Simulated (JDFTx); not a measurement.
Crystal: In.

```
CELL_PARAMETERS angstrom
3.33548 0.00000 0.00000
-1.66774 2.88861 0.00000
0.00000 0.00000 5.50914
ATOMIC_POSITIONS crystal
In 0.66667 0.33333 0.75000
In 0.33333 0.66667 0.25000
```

This isn't the form of In at room conditions, which is tetragonal.

- Program: JDFTx 1.7.0 (patched build)
- Task: single point
- Functional: PBEsol
- Potentials or basis: PseudoDojo-SR-PBEsol-0.4.1-standard with smoothed tails
- Cutoff: 952 eV
- Density cutoff: 7619 eV
- k mesh: 9 × 9 × 5
- Occupations: fermi-dirac, width 0.05 eV
- Spin: no spin polarisation

On this cell: pressure -1.4 GPa; largest force under 0.003 eV/Å; band gap on the k mesh none (metal or under the smearing width).

The same run follows on a disturbed copy (atoms moved at random, drawn with an rms of 0.05 Å):

```
In
1.0
     3.33548    0.00000    0.00000
    -1.66774    2.88861    0.00000
     0.00000    0.00000    5.50914
In
2
Direct
  0.67002 0.33591 0.74904
  0.32037 0.68022 0.25626
```

Question: What does the disturbed cell give?

Answer: The energy (extrapolated to zero smearing) moves by +1.3 meV/atom; pressure -1.3 GPa; largest force 0.102 eV/Å; band gap on the k mesh none (metal or under the smearing width).

Forces in eV/Å, atoms in the order of the input:
```
In  -0.013  0.006  0.101
In   0.013 -0.006 -0.101
```

Stress tensor (GPa, compression positive):
```
-1.34  0.16 -0.02
 0.16 -1.19  0.01
-0.02  0.01 -1.46
```

Caveats: the empty levels aren't tightly converged (some runs).
